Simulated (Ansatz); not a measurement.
# NiMoIrPdW (Cm) in Ansatz: further runs

Runs on NiMoIrPdW. Level: PBE. Tasks: relaxation of cell and atoms.

Program: Ansatz 0.2.0. These are calculated values, not measurements. Logs are shortened: lines on timing, memory, paths and dates and some standing lists are left out, and cuts for length are marked.

### 1 Starting point

The structure is monoclinic, space group Cm (No. 8). The conventional cell has a = 4.689 Å, b = 2.863 Å, c = 11.144 Å, α = 90.00°, β = 101.20°, γ = 90.00°. Ni (site symmetry m) is surrounded by 3 Ir at 2.59 to 2.61 Å and 3 Pd at 2.67 to 2.68 Å and 6 Ni at 2.75 to 2.86 Å. Mo (site symmetry m) is surrounded by 3 Ir at 2.68 Å and 6 Mo at 2.75 to 2.86 Å and 2 W at 2.78 Å. Pd (site symmetry m) is surrounded by 3 Ni at 2.67 to 2.68 Å and 3 W at 2.74 to 2.75 Å and 6 Pd at 2.75 to 2.86 Å. Ir (site symmetry m) is surrounded by 3 Ni at 2.59 to 2.61 Å and 3 Mo at 2.68 Å and 6 Ir at 2.75 to 2.86 Å. Around W (site symmetry m) lie 3 Pd at 2.74 to 2.75 Å and 6 W at 2.75 to 2.86 Å and 2 Mo at 2.78 Å.

The cell was built by a generator and needn't be a form met in nature.

### 2 Relaxation of cell and atoms, PBE, collinear spin, ferromagnetic start, target pressure 2 GPa, at which the enthalpy is minimised

Input file input.yaml:

```yaml
crystal:
  lattice:
    - [2.3446, -1.43138, 0.00906]
    - [2.3446, 1.43138, 0.00906]
    - [-2.206, 0.0, 10.92374]
  atoms:
    - { symbol: Ni, position: [0.49838, 0.49838, 0.29525], spin: 1.0 }
    - { symbol: Mo, position: [0.31773, 0.31773, 0.91207], spin: 1.0 }
    - { symbol: Pd, position: [0.24733, 0.24733, 0.49061] }
    - { symbol: Ir, position: [0.74982, 0.74982, 0.10802], spin: 0.6 }
    - { symbol: W, position: [0.68673, 0.68673, 0.69406] }
hamiltonian:
  xc: pbe
  pseudopotentials: { kind: paw }
magnetization:
  spin_polarized: true
kpoints:
  mp_grid: { grid: [8, 8, 2] }
scf:
  occupations: { method: fermi_dirac, width: 0.05 }
output:
  forces: true
  stress: true
  eigenvalues: true
relax:
  f_tol: 0.01
  max_steps: 40
  cell: { stress_tol: 0.05, p_target: 2.0 }
```

Potentials or basis: Ansatz PAW.

Launch:

```
$ ansatz run input.yaml --threads 8 --pin off --max-ram 20480MiB --backend cpu --events-out ev --progress --plain --runs-dir out
```

Output:

```text
Warning: RAYON_NUM_THREADS=8 ignored (pool sized by the plan → 8); use --threads N
Engine: ansatz 0.2.0, aarch64-unknown-linux-gnu
Pseudopotentials: kind: paw
Pseudopotential: Ni, paw, valence charge 18, recommended cutoff 420 eV (normal), Ni.paw.azcp
Pseudopotential: Mo, paw, valence charge 14, recommended cutoff 420 eV (normal), Mo.paw.azcp
Pseudopotential: Pd, paw, valence charge 18, recommended cutoff 420 eV (normal), Pd.paw.azcp
Pseudopotential: Ir, paw, valence charge 17, recommended cutoff 420 eV (normal), Ir.paw.azcp
Pseudopotential: W, paw, valence charge 14, recommended cutoff 420 eV (normal), W.paw.azcp
Functional definition: PBE
  parameter kappa = 0.804
  parameter beta = 0.06672455060314922
  exchange = pbe_x(kappa = kappa, mu = beta*pi^2/3)
  correlation = pbe_c(beta = beta)
Crystal: 5 atoms, lattice volume = 73.378 Å³
Basis set: ecut = 420 eV, 1447 PW (Γ), exchange–correlation on 40×40×150 points (8 copies of the dense FFT grid, shifted against one another)
Bands: 51, of which v1, the nominal top of the filled ones, is band 41 counted from 1 (40 counted from 0)
Symmetry: 2 space group operations
Space group: Cm (ITA 8), of the structure as read, at distance tolerance 4.2e-5 Å
Magnetic group: BNS 8.32 (UNI 39), of the structure as read, at distance tolerance 4.2e-5 Å
k-points: 42 of 128 (time reversal used)
Non-local potential: Ni, projectors of the file, l = 0: 3, l = 1: 2, l = 2: 3, l = 3: 1
Non-local potential: Mo, projectors of the file, l = 0: 3, l = 1: 2, l = 2: 2, l = 3: 1
Non-local potential: Pd, projectors of the file, l = 0: 2, l = 1: 2, l = 2: 2, l = 3: 1
Non-local potential: Ir, projectors of the file, l = 0: 3, l = 1: 2, l = 2: 2, l = 3: 1
Non-local potential: W, projectors of the file, l = 0: 3, l = 1: 2, l = 2: 2, l = 3: 1
PAW form: soft (Blöchl's): semilocal exchange-correlation on the pseudo side does not see the compensation charge
PAW one-centre angular grid: Ni, 590 points (default); XC on 64 Gauss nodes
PAW one-centre angular grid: Mo, 590 points (default); XC on 64 Gauss nodes
PAW one-centre angular grid: Pd, 590 points (default); XC on 64 Gauss nodes
PAW one-centre angular grid: Ir, 590 points (default); XC on 64 Gauss nodes
PAW one-centre angular grid: W, 590 points (default); XC on 64 Gauss nodes
Initial density: superposition of atomic densities (chi_scale 0.1, normalization cell)
Starting moments: Σ|m| = 2.6 μB on 3 of 5 sites
Initial wavefunctions: pseudopotential atomic-orbital guess
Functional: x = pbe(κ = 0.804, μ = 0.2195149727645171), c = pbe(β = 0.06672455060314922)
SCF iter   1: F=—  HF=-40096.290021 eV  |F-HF|=—  |Δ(HF+E_count)|=         —  Δρ=1.44e-1 (↑1.40e-1 ↓1.44e-1)  dr2=2.25e2  dr2_m=1.51e-1  M=1.483 μB ∫|m|=1.578 μB  β_m=0.30  ethr=3.10e-3  ⟨swp⟩=6.6  Hψ=14374  notcnv=0
Mixer restart at iter 1: flushing history
preconditioner: auto → Kerker (q_TF=auto, 2.774 Å⁻¹)  [metal: Δε(μ)=0.006 eV  Ē_g=6.364 eV  σ=0.050 eV  W_gap=0.03  n_scr=30 (ndim 8)  ℏωp=27.8 eV  f_vac=0.000  D(μ)=6.00/eV (n_scr^D=70)]
spin=Collinear: Kerker preconditioning applied to the charge; magnetization (m = ρ↑ − ρ↓) channel mixes plain (no charge-response kernel on spin).
[... 156 lines left out ...]
SCF iter  12: F=—  HF=-40088.573605 eV  |F-HF|=—  |Δ(HF+E_count)|=  5.09e-11  Δρ=8.28e-8 (↑8.27e-8 ↓8.28e-8)  dr2=2.71e-11  dr2_m=4.25e-16  M=0.000 μB ∫|m|=0.000 μB  β_m=0.43  ethr=1.00e-12  ⟨swp⟩=2.0  Hψ=4696  notcnv=0
SCF iter  13: F=—  HF=-40088.573605 eV  |F-HF|=—  |Δ(HF+E_count)|=  1.02e-10  Δρ=5.47e-8 (↑5.46e-8 ↓5.47e-8)  dr2=4.80e-11  dr2_m=2.84e-16  M=0.000 μB ∫|m|=0.000 μB  β_m=0.28  ethr=1.00e-12  ⟨swp⟩=1.4  Hψ=4326  notcnv=0
SCF iter  14: F=—  HF=-40088.573605 eV  |F-HF|=—  |Δ(HF+E_count)|=    0.00e0  Δρ=2.36e-8 (↑2.35e-8 ↓2.36e-8)  dr2=6.35e-13  dr2_m=3.25e-16  M=0.000 μB ∫|m|=0.000 μB  β_m=0.41  ethr=1.00e-12  ⟨swp⟩=1.0  Hψ=4284  notcnv=0
SCF iter  15: F=—  HF=-40088.573605 eV  |F-HF|=—  |Δ(HF+E_count)|=  7.28e-12  Δρ=6.81e-8 (↑6.81e-8 ↓6.81e-8)  dr2=7.50e-11  dr2_m=7.54e-17  M=0.000 μB ∫|m|=0.000 μB  β_m=0.35  ethr=1.00e-12  ⟨swp⟩=1.0  Hψ=4284  notcnv=0  recentre
SCF iter  16: F=-40088.573605 eV  HF=-40088.573605 eV  |F-HF|=2.18e-11  |Δ(HF+E_count)|=  7.28e-12  Δρ=5.72e-8 (↑5.72e-8 ↓5.72e-8)  dr2=3.23e-11  dr2_m=4.00e-17  M=0.000 μB ∫|m|=0.000 μB  ethr=1.00e-12  ⟨swp⟩=1.5  Hψ=8992  notcnv=0
the starting moments were not kept: the SCF closed with an absolute magnetisation of 8.4e-9 μB, where they sum to 2.6 μB in size (3 sites). That is at most 0.1 of that sum. Measured as dr2_m measures the in/out step, that magnetisation stands 9.5e-18 eV from none, at or under the dr2_threshold of 5.0e-11 eV: it is no larger than a step whose dr2_m would equal this threshold.
SCF 7 converged in 16 iterations: F = -40088.573605 eV  dr2 = 3.23e-11
relax step   7: F+E_penalty+E_count = -40088.57360471 eV  Δ(F+E_penalty+E_count) = +3.077e-4 eV  max|allowed force component| = 1.528e-3 eV/Å  Δτ_max = 0.0000 Å  P = +1.992 GPa  Ω = 72.690 Å³  stress off target by 2.67e-2 GPa  SCF on the basis re-selected at this cell (its energy is not comparable with the rows above)  (16 SCF iters)
basis re-selected at this cell: Δ(F+E_penalty+E_count) = +3.077e-4 eV, ΔP = +0.005 GPa vs the last step (what re-selecting the basis moved, of the pressure what is left beyond the Pulay correction that the steps carried, after the strain that the cell walked since its last selection, with what the two solves' SCF thresholds leave and, on support functions, any second-order correction that the steps lacked; it is no measure of the basis error at this ecutwfc). This SCF's stress stands 2.67e-2 GPa from its target on what of the cell is left free (relax.cell.stress_tol is 5.00e-2 GPa) and its largest allowed force component is 1.53e-3 eV/Å (relax.f_tol is 1.00e-2 eV/Å): within both
SCF converged after 16 iterations
Magnetization: 0.0000 μB (40.5000 up, 40.5000 down)
Absolute magnetization: 0.0000 μB (∫|ρ↑−ρ↓|, with the PAW one-centre terms)
Spin contamination: 0.0000 ħ² per cell (⟨S²⟩ above its minimum at these occupations)
Per-site moments (μB) at R_I (Å): [(9.331987743784047e-10, 1.0654046119195668), (9.676159070287393e-10, 1.1040656012909478), (-3.0909894786802813e-10, 1.0976831762444035), (-3.8283147101361295e-10, 1.0654046119195668), (-1.926613259951254e-10, 1.126706099745819)]
Free energy (F): -40088.573605 eV
Harris-Foulkes:  -40088.573605 eV  (|F-HF|=2.18e-11)
Internal energy: -40088.551096 eV  (E = F + TS)
E sigma→0 (E₀):  -40088.562350 eV
Entropy (-TS):   -0.022509 eV (-4.502 meV/atom)
Fermi energy:    21.130907 eV
--- Per-component energies (eV) ---
  E_band       = -657.671705
  E_kinetic    = 2309.533840
  E_local      = -9209.058130  (includes V_loc(G=0)·N_el)
  E_nonlocal   = 1071.591882
  E_hartree    = 3809.571017
  E_xc         = -971.673471
  E_vxc        = -1088.667415  (∫ρ·V_xc dr)
  E_paw        = -26369.521004  (= ΣΔE_a)
  E_vpaw       = -1360.214328  (= ΣTr[D̂ρ^β])
  E_aug_tail   = 0.000799  (compensation charges beyond the density's cutoff)
  E_ewald      = -10728.996030
  E_smearing   = -0.022509  (= −TS)
  E_closure    = -0.000000  (closes the sum)
  Σ components = -40088.573605   (vs F -40088.573605, Δ=0.00e0)
--- Forces (eV/Å), atoms counted from 1 ---
  atom   1  Ni     0.00013218    -0.00000000     0.00002170
  atom   2  Mo    -0.00142206     0.00000000     0.00152779
  atom   3  Pd     0.00003311     0.00000000     0.00108217
  atom   4  Ir     0.00000312    -0.00000000    -0.00115141
  atom   5  W      0.00125367    -0.00000000    -0.00147931
  max |Σ_I F_I| component: 9.29e-7 eV/Å
--- Stress (GPa, compression-positive) ---
        1.975034       0.000000      -0.008533
        0.000000       1.986290      -0.000000
       -0.008533      -0.000000       2.014613
  P = ⅓ Tr σ = 1.9920 GPa (19.920 kbar)
--- Band table (eV; the first three rows and the last of 84) ---
  k-point 0 ↑: bands = ["-81.5885", "-71.4347", "-63.6397", "-52.8514", "-42.0840", "-41.9287", "-41.9094", "-39.9239", "-29.5162", "-29.1351", "-29.1194", "-28.2711", "-28.1116", "-28.0523", "-17.2674", "-16.5217", "-16.4316", "-14.0444", "-13.3685", "-13.2900", "12.0208", "13.1447", "14.6467", "15.2652", "15.6604", "17.4027", "17.6745", "18.0496", "18.1657", "18.2981", "18.6819", "18.9109", "18.9685", "19.0536", "19.3538", "19.4571", "19.8958", "20.2556", "20.2904", "20.3504", "20.4100", "20.5747", "20.8931", "21.1678", "21.5060", "21.6659", "22.5861", "23.5412", "24.3183", "24.8644", "30.4611"]
  k-point 1 ↑: bands = ["-81.5885", "-71.4347", "-63.6397", "-52.8514", "-42.0840", "-41.9287", "-41.9094", "-39.9239", "-29.5162", "-29.1351", "-29.1194", "-28.2711", "-28.1116", "-28.0523", "-17.2674", "-16.5217", "-16.4316", "-14.0444", "-13.3685", "-13.2900", "12.1260", "12.9003", "14.7449", "15.2700", "15.8488", "17.4071", "17.6674", "18.1428", "18.1791", "18.2839", "18.6320", "18.9035", "19.0404", "19.1121", "19.1140", "19.4905", "19.5762", "19.7179", "20.1824", "20.2447", "20.6071", "20.6469", "21.1511", "21.3916", "21.7139", "21.8532", "22.5533", "23.5418", "24.3142", "24.8719", "29.5890"]
  k-point 2 ↑: bands = ["-81.5878", "-71.4301", "-63.6351", "-52.8372", "-42.0832", "-41.9327", "-41.9139", "-39.8976", "-29.5107", "-29.1731", "-29.1327", "-28.2623", "-28.1707", "-28.0790", "-17.2416", "-16.6758", "-16.4877", "-14.0204", "-13.5289", "-13.3455", "12.5769", "13.7003", "15.0408", "15.6951", "15.9638", "17.2247", "17.5490", "18.0195", "18.1910", "18.3822", "18.4383", "18.5249", "18.8596", "19.1098", "19.2347", "19.3357", "19.6547", "19.8745", "20.0454", "20.2610", "20.3807", "20.6627", "20.9833", "21.5748", "21.7735", "21.8734", "23.3278", "23.8406", "24.2267", "25.5153", "30.7340"]
  k-point 41 ↓: bands = ["-81.5828", "-71.3962", "-63.6014", "-52.7337", "-42.0778", "-41.9826", "-41.9252", "-39.7068", "-29.4718", "-29.4379", "-29.2243", "-28.5822", "-28.2590", "-28.1962", "-17.6576", "-17.0666", "-16.8516", "-14.5657", "-13.8453", "-13.7088", "14.4799", "15.1089", "15.5098", "15.6770", "15.8108", "16.1681", "17.2741", "17.5549", "17.9712", "18.4794", "18.4824", "18.7815", "19.5562", "20.1325", "20.1833", "20.6738", "20.9542", "20.9764", "21.3648", "21.7333", "21.9926", "22.2519", "23.0169", "23.7636", "23.9696", "24.8749", "25.4129", "26.4514", "26.8529", "27.3404", "27.9488"]
--- Relaxed structure (6 steps of the walk, 5 accepted, 1 SCFs on fresh bases) ---
  F+E_penalty+E_count = -40088.57360471 eV   max|allowed force component| = 1.528e-3 eV/Å   (the final SCF, on the basis selected at the relaxed cell)
  cell:  # Å, volume = 72.6896 Å³
    - [2.3453069985663033, -1.4180108030837824, 0.01569823097497079]
    - [2.3453069985663033, 1.4180108030837824, 0.015698230974970785]
    - [-2.1756993392093684, -7.154612619514815e-18, 10.913998399950048]
  atoms:
    - { symbol: Ni, position: [0.49783617841460914, 0.49783617841460914, 0.29532984287955333] }
    - { symbol: Mo, position: [0.3229152545543183, 0.3229152545543183, 0.912206691078254] }
    - { symbol: Pd, position: [0.245886850112078, 0.245886850112078, 0.49044263078995437] }
    - { symbol: Ir, position: [0.7517799279976219, 0.7517799279976219, 0.10863482153337302] }
    - { symbol: W, position: [0.6815717889213723, 0.6815717889213723, 0.6933960137188651] }
```

It took 60 s on 8 threads of Arm Neoverse V1, shared host; peak memory 0.72 GiB.

Results:

```
Free energy                                            : -40088.5736 eV
Relaxed volume                                         : 14.54 Å³/atom
Relaxed cell                                           : a = 2.741 Å, b = 2.741 Å, c = 11.129 Å, α = 99.30°, β = 99.30°, γ = 62.31°
Space group after relaxing (to 0.05 Å)                 : Cm (No. 8)
Energy change on relaxing (the enthalpy is what falls) : +0.0 meV/atom
Ionic steps                                            : 6
Pressure after relaxing                                : 2.0 GPa
Band gap on the k mesh                                 : none (metal or under the smearing width)
Net moment                                             : 0.00 μB per cell
Absolute moment                                        : 0.00 μB per cell
```

Forces in eV/Å, atoms in the order of the input:
```
Ni   0.000  0.000  0.000
Mo  -0.001  0.000  0.002
Pd   0.000  0.000  0.001
Ir   0.000  0.000 -0.001
W    0.001  0.000 -0.001
```

The path:
```tsv
step	energy change (eV)	largest force (eV/Å)	volume (Å³)
1	0.0000	0.0901	73.38
2	0.0001	0.0489	72.70
3	0.0004	0.0227	72.66
4	-0.0002	0.0269	72.70
5	-0.0001	0.0021	72.69
6	0.0002	0.0021	72.69
```

Final structure:
```yaml
crystal:
  lattice:
    - [2.34531, -1.41801, 0.01570]
    - [2.34531, 1.41801, 0.01570]
    - [-2.17570, 0.00000, 10.91400]
  atoms:
    - { symbol: Ni, position: [0.49784, 0.49784, 0.29533] }
    - { symbol: Mo, position: [0.32292, 0.32292, 0.91221] }
    - { symbol: Pd, position: [0.24589, 0.24589, 0.49044] }
    - { symbol: Ir, position: [0.75178, 0.75178, 0.10863] }
    - { symbol: W, position: [0.68157, 0.68157, 0.69340] }
```

Levels at points of the mesh, in eV from the Fermi level:
Spin up:
```
              k point  band 36  band 37  band 38  band 39  band 40  band 41  band 42  band 43  band 44  band 45
   (0.00, 0.00, 0.00)    -1.67    -1.24    -0.88    -0.84    -0.78    -0.72    -0.56    -0.24     0.04     0.38
  (0.00, 0.00, -0.50)    -1.64    -1.55    -1.41    -0.95    -0.89    -0.52    -0.48     0.02     0.26     0.58
  (0.00, -0.50, 0.00)    -0.66    -0.52    -0.39    -0.20     0.87     1.32     1.37     1.62     1.93     2.44
 (0.00, -0.50, -0.50)    -0.60    -0.48    -0.21    -0.17     0.75     0.88     1.07     1.66     2.51     2.74
 (-0.50, -0.50, 0.00)    -0.47    -0.37    -0.15    -0.08     0.30     1.12     1.13     1.78     2.84     2.97
(-0.50, -0.50, -0.50)    -0.46    -0.18    -0.15     0.23     0.60     0.86     1.12     1.89     2.63     2.84
```
Spin down:
```csv
k point,band 36,band 37,band 38,band 39,band 40,band 41,band 42,band 43,band 44,band 45
"(0.00, 0.00, 0.00)",-1.67,-1.24,-0.88,-0.84,-0.78,-0.72,-0.56,-0.24,0.04,0.38
"(0.00, 0.00, -0.50)",-1.64,-1.55,-1.41,-0.95,-0.89,-0.52,-0.48,0.02,0.26,0.58
"(0.00, -0.50, 0.00)",-0.66,-0.52,-0.39,-0.20,0.87,1.32,1.37,1.62,1.93,2.44
"(0.00, -0.50, -0.50)",-0.60,-0.48,-0.21,-0.17,0.75,0.88,1.07,1.66,2.51,2.74
"(-0.50, -0.50, 0.00)",-0.47,-0.37,-0.15,-0.08,0.30,1.12,1.13,1.78,2.84,2.97
"(-0.50, -0.50, -0.50)",-0.46,-0.18,-0.15,0.23,0.60,0.86,1.12,1.89,2.63,2.84
```

Caveat: the plane-wave basis is chosen anew once the cell has moved, so the energies of steps on either side of that aren't comparable; the starting moments weren't kept. The run has no spin-orbit coupling, so splittings on Ir, W are missing.

(Part 1 of 2 ends here.)
